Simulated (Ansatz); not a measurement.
Working through a scan of one input key of Ni3Pt, space group Pm-3m

With the Python package of Ansatz (0.2.0).

`ni3pt.extxyz`
```text
4
Lattice="3.62456679 0.0 0.0 0.0 3.62456679 0.0 0.0 0.0 3.62456679" Properties=species:S:1:pos:R:3:initial_magmoms:R:1 pbc="T T T"
Ni    1.81228339    0.00000000    1.81228339  2.00
Ni    0.00000000    1.81228339    1.81228339  2.00
Ni    1.81228339    1.81228339    0.00000000  2.00
Pt    0.00000000    0.00000000    0.00000000  0.00
```

At the Python prompt:
```pycon
>>> import warnings
>>> import ansatz as az
>>> warnings.simplefilter("ignore", az.DeckWarning)
>>> ni3pt = az.Crystal.from_extxyz("ni3pt.extxyz")
>>> len(ni3pt.resolved().sites)
4
>>> setup = (
...     ni3pt.calculation()
...     .kpoints(6)
...     .occupations("Fermi-Dirac", width=0.05)
...     .functional(az.Functional.LDA)
...     .spin("collinear")
...     .band_table()
... )
>>> typed = setup.input()
>>> rows = []
>>> for value in [0.0001, 1e-06, 1e-08]:
...     edited = typed.set(az.key.scf.convergence.dr2_threshold, value)
...     rep = az.Session.from_dict(edited).plan().execute().report
...     rows.append((value, rep["free_energy_ev"], rep["n_iterations"], len(rep["eigenvalues_ev"][0]) if "eigenvalues_ev" in rep else 0))
...
>>> print("  threshold eV            F eV      iterations    bands listed")
  threshold eV            F eV      iterations    bands listed
>>> for row in rows:
...     print(f"{str(row[0]):>14s}  {row[1]:14.5f}  {row[2]:14d}  {row[3]:14d}")
...
        0.0001    -29565.28028              11              47
         1e-06    -29565.28029              13              47
         1e-08    -29565.28029              14              47
>>> print(edited.to_yaml())
crystal:
  lattice:
    - [3.62456679, 0.0, 0.0]
    - [0.0, 3.62456679, 0.0]
    - [0.0, 0.0, 3.62456679]
  atoms:
    - { symbol: Ni, position: [0.4999999986205248, 0.0, 0.4999999986205248], spin: 2.0 }
    - { symbol: Ni, position: [0.0, 0.4999999986205248, 0.4999999986205248], spin: 2.0 }
    - { symbol: Ni, position: [0.4999999986205248, 0.4999999986205248, 0.0], spin: 2.0 }
    - { symbol: Pt, position: [0.0, 0.0, 0.0], spin: 0.0 }
kpoints:
  mp_grid:
    grid: [6, 6, 6]
hamiltonian:
  xc: lda
magnetization:
  spin_polarized: true
scf:
  occupations:
    method: fermi_dirac
    width: 0.05
  convergence:
    dr2_threshold: 1.0e-08
output:
  eigenvalues: true
```

Reading the output:
- Total energies depend on the potentials; only differences at equal settings carry meaning. A total without «per atom» is that of the cell as typed.
- The mesh is modest for a metal, so energies can be off by several to tens of meV an atom and pressures by half a GPa or more; differences at equal mesh fare better.
- Spin-orbit coupling, which matters for elements this heavy, is left out.
- The structure comes from a database of computed cells and needn't be a stable or known phase.
- It ran for 18 s on 1 thread of Intel(R) Xeon(R) Platinum 8488C (Sapphire Rapids), on a shared host, peak memory 0.52 GiB.
